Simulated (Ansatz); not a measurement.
# BCl3F, charge −1: a pair, distance and slip

A grid of calculations on BCl3F, charge −1, to see where the energy is lowest and how it rises around there.

Computed with Ansatz 0.2.0. Level: RKS PBE-D4/def2-SVPD.

## 1. Where the work starts

5 atoms, charge -1, spin multiplicity 1.

Atoms are counted from 1 here; the program's logs count them from 0.

Bond lengths: F1–B3 1.385 Å, Cl2–B3 1.898 Å, B3–Cl4 1.898 Å, B3–Cl5 1.898 Å. Angles: F1–B3–Cl2 109.7°, F1–B3–Cl4 109.7°, F1–B3–Cl5 109.7°, Cl2–B3–Cl4 109.2°, Cl2–B3–Cl5 109.2°, Cl4–B3–Cl5 109.2°.

Geometry (Å):

```xyz
5
BCl3F
F    -0.1414    0.0784   -1.4831
Cl   -1.1471    1.2852    0.7134
B    -0.0101    0.0056   -0.1065
Cl   -0.4897   -1.7308    0.4913
Cl    1.7883    0.3616    0.3848
```

This geometry comes from a loose relaxation at PBE in a small basis, which is not shown.

## 5. Setting up the map

- separation of B3 and F1 along their line in the relaxed pair: 15 values from 1.163 to 3.763 Å
- sideways slip of F1: 15 values from −1.500 to 1.500 Å

Nothing else is relaxed (both partners rigid). Energies count from the ion and the molecule far apart, frozen as in the relaxed pair, each in its own basis (no counterpoise correction). Points are written as (first, second).

(The set-up runs are not shown.)

## 6. Point (3.763 Å, −1.286 Å)

Input file input.yaml:

```yaml
crystal:
  periodic: [false, false, false]
  atoms:
    - { symbol: F, position_ang: [-1.326089, 1.048713, -3.711344] }
    - { symbol: Cl, position_ang: [-1.147148, 1.285214, 0.713416] }
    - { symbol: B, position_ang: [-0.010173, 0.005654, -0.106575] }
    - { symbol: Cl, position_ang: [-0.489549, -1.730714, 0.491378] }
    - { symbol: Cl, position_ang: [1.788235, 0.361489, 0.384806] }
total_charge: -1
basis:
  gaussian: { orbitals: def2-SVPD }
hamiltonian:
  xc: pbe
  dispersion: d4
output:
  forces: true
```

On the command line:

```sh
> ansatz run input.yaml --threads 1 --pin off --max-ram 2560MiB --backend cpu --events-out ev --progress --plain --runs-dir out
```

The session goes on with these runs: the other points that were computed.

What does the calculation give? Wanted: lowest point; highest computed point; largest force on an atom.

As calculated:

```
                       quantity                                                                             value
                   lowest point                                                   (1.334 Å, 0.000 Å), −547 kJ/mol
         highest computed point                                  (1.163 Å, −1.500 Å), 587 kJ/mol above the lowest
largest force on an atom (eV/Å)  1.6 at (1.334 Å, 0.214 Å) to 13.8 at (1.163 Å, 0.000 Å); 1.8 at the lowest point
        time for the whole task                                                   21 min on 1 thread, shared host
```

What this shows: The lowest computed point is at (1.334 Å, 0.000 Å), −547 kJ/mol from the ion and the molecule far apart, frozen as in the relaxed pair, each in its own basis (no counterpoise correction). The grid shows no other well, apart from its symmetry copies. The highest computed point, (1.163 Å, −1.500 Å), lies 587 kJ/mol above the lowest. Round the minimum the two coordinates are nearly uncoupled. No counterpoise correction was made, so wells between separate parts tend to come out somewhat too deep.
